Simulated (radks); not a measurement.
**Ionisation of Re³⁺: one atom, several choices of relativity**

How much does the choice of relativity matter for taking an electron from Re³⁺? Both Re³⁺ ([Xe] 4f14 5d4) and Re⁴⁺ ([Xe] 4f14 5d3) are run for each choice.

The numbers are computed with radks (a radial shooting solver on a logarithmic mesh, Libxc functionals) version 1 (Kohn-Sham, PBE, spin-unpolarised, spherical densities), except any that are marked as measured or tabulated.

### Step 1. The system

- element: rhenium (Z = 75)
- charge: +3
- electrons: 72
- configuration: [Xe] 4f14 5d4
- ion: Re⁴⁺, [Xe] 4f14 5d3
- choices: non-relativistic; scalar-relativistic; Dirac, 2j+1 shares; Dirac, low j first; scalar-relativistic, finite nucleus; Dirac, 2j+1 shares, finite nucleus; Dirac, c × 0.85; Dirac, c × 5; Dirac, c × 100

### Step 2. non-relativistic: Re³⁺

Input:

```text
Z 75
configuration [Xe] 4f14 5d4
relativity non-relativistic
functional pbe,pbe
spin unpolarised
nucleus point
```

### Step 3. non-relativistic: Re⁴⁺

Input:

```text
Z 75
configuration [Xe] 4f14 5d3
relativity non-relativistic
functional pbe,pbe
spin unpolarised
nucleus point
```

### Step 4. scalar-relativistic: Re³⁺

Input:

```text
Z 75
configuration [Xe] 4f14 5d4
relativity scalar-relativistic
functional pbe,pbe
spin unpolarised
nucleus point
c 137.035999084
```

### Step 5. scalar-relativistic: Re⁴⁺

Input:

```text
Z 75
configuration [Xe] 4f14 5d3
relativity scalar-relativistic
functional pbe,pbe
spin unpolarised
nucleus point
c 137.035999084
```

### Step 6. Dirac, 2j+1 shares: Re³⁺

Input:

```text
Z 75
configuration [Xe] 4f14 5d4
relativity Dirac
functional pbe,pbe
spin unpolarised
j_filling average
nucleus point
c 137.035999084
```

### Step 7. Dirac, 2j+1 shares: Re⁴⁺

Changes since step 6:

```diff
@@ -1,3 +1,3 @@
 Z 75
-configuration [Xe] 4f14 5d4
+configuration [Xe] 4f14 5d3
 relativity Dirac
```

### Step 8. Dirac, low j first: Re³⁺

Input:

```text
Z 75
configuration [Xe] 4f14 5d4
relativity Dirac
functional pbe,pbe
spin unpolarised
j_filling energy
nucleus point
c 137.035999084
```

### Step 9. Dirac, low j first: Re⁴⁺

Changes since step 8:

```diff
@@ -1,3 +1,3 @@
 Z 75
-configuration [Xe] 4f14 5d4
+configuration [Xe] 4f14 5d3
 relativity Dirac
```

### Step 10. scalar-relativistic, finite nucleus: Re³⁺

Input:

```text
Z 75
configuration [Xe] 4f14 5d4
relativity scalar-relativistic
functional pbe,pbe
spin unpolarised
nucleus finite rms 5.3698 fm
c 137.035999084
```

### Step 11. scalar-relativistic, finite nucleus: Re⁴⁺

Changes since step 10:

```diff
@@ -1,3 +1,3 @@
 Z 75
-configuration [Xe] 4f14 5d4
+configuration [Xe] 4f14 5d3
 relativity scalar-relativistic
```

### Step 12. Dirac, 2j+1 shares, finite nucleus: Re³⁺

Input:

```text
Z 75
configuration [Xe] 4f14 5d4
relativity Dirac
functional pbe,pbe
spin unpolarised
j_filling average
nucleus finite rms 5.3698 fm
c 137.035999084
```

### Step 13. Dirac, 2j+1 shares, finite nucleus: Re⁴⁺

Changes since step 12:

```diff
@@ -1,3 +1,3 @@
 Z 75
-configuration [Xe] 4f14 5d4
+configuration [Xe] 4f14 5d3
 relativity Dirac
```

### Step 14. Dirac, c × 0.85: Re³⁺

Input:

```text
Z 75
configuration [Xe] 4f14 5d4
relativity Dirac
functional pbe,pbe
spin unpolarised
j_filling average
nucleus point
c 116.4806
```

### Step 15. Dirac, c × 0.85: Re⁴⁺

Changes since step 14:

```diff
@@ -1,3 +1,3 @@
 Z 75
-configuration [Xe] 4f14 5d4
+configuration [Xe] 4f14 5d3
 relativity Dirac
```

### Step 16. Dirac, c × 5: Re³⁺

Input:

```text
Z 75
configuration [Xe] 4f14 5d4
relativity Dirac
functional pbe,pbe
spin unpolarised
j_filling average
nucleus point
c 685.18
```

### Step 17. Dirac, c × 5: Re⁴⁺

Changes since step 16:

```diff
@@ -1,3 +1,3 @@
 Z 75
-configuration [Xe] 4f14 5d4
+configuration [Xe] 4f14 5d3
 relativity Dirac
```

### Step 18. Dirac, c × 100: Re³⁺

Input:

```text
Z 75
configuration [Xe] 4f14 5d4
relativity Dirac
functional pbe,pbe
spin unpolarised
j_filling average
nucleus point
c 13703.59991
```

### Step 19. Dirac, c × 100: Re⁴⁺

Changes since step 18:

```diff
@@ -1,3 +1,3 @@
 Z 75
-configuration [Xe] 4f14 5d4
+configuration [Xe] 4f14 5d3
 relativity Dirac
```

What does the calculation give? Wanted: for each run, relativity; E(Re³⁺); Δ-SCF; −ε(HOMO); <r> HOMO; error.

**Answer**, as computed:

```csv
relativity,E(Re³⁺) (hartree),Δ-SCF (eV),−ε(HOMO) (eV),<r> HOMO (bohr),error (eV)
non-relativistic,-15786.2350,40.379,33.970,1.651,+1.28
scalar-relativistic,-16690.2908,39.358,33.060,1.678,+0.26
"Dirac, 2j+1 shares",-16715.8410,39.333,32.593,1.699,+0.23
"Dirac, low j first",-16715.9384,39.758,33.386,1.660,+0.66
"scalar-relativistic, finite nucleus",-16687.4964,39.358,33.061,1.678,+0.26
"Dirac, 2j+1 shares, finite nucleus",-16713.0195,39.334,32.594,1.698,+0.23
"Dirac, c × 0.85",-17172.2997,38.953,32.101,1.719,-0.15
"Dirac, c × 5",-15818.1641,40.337,33.913,1.653,+1.24
"Dirac, c × 100",-15786.3144,40.379,33.969,1.651,+1.28
```

**Reading.** The NIST Atomic Spectra Database lists 39 +/- 1.7 eV (theoretical). Nearest is Dirac, 2j+1 shares (+0.23 eV off), farthest non-relativistic (+1.28 eV). Runs with a scaled speed of light are not ranked. The ionisation energies span 1.43 eV, the total energies of Re³⁺ 37717 eV (scaled speeds of light included): most of the change in the total cancels in the difference. From the non-relativistic level to Dirac, 2j+1 shares, finite nucleus the 1s level goes from -65594 to -71562 eV and the ionisation energy moves by -1.05 eV. Levels marked c × scale the speed of light and are no model of nature. Spin polarisation and multiplet splitting of open shells are left out at every level.
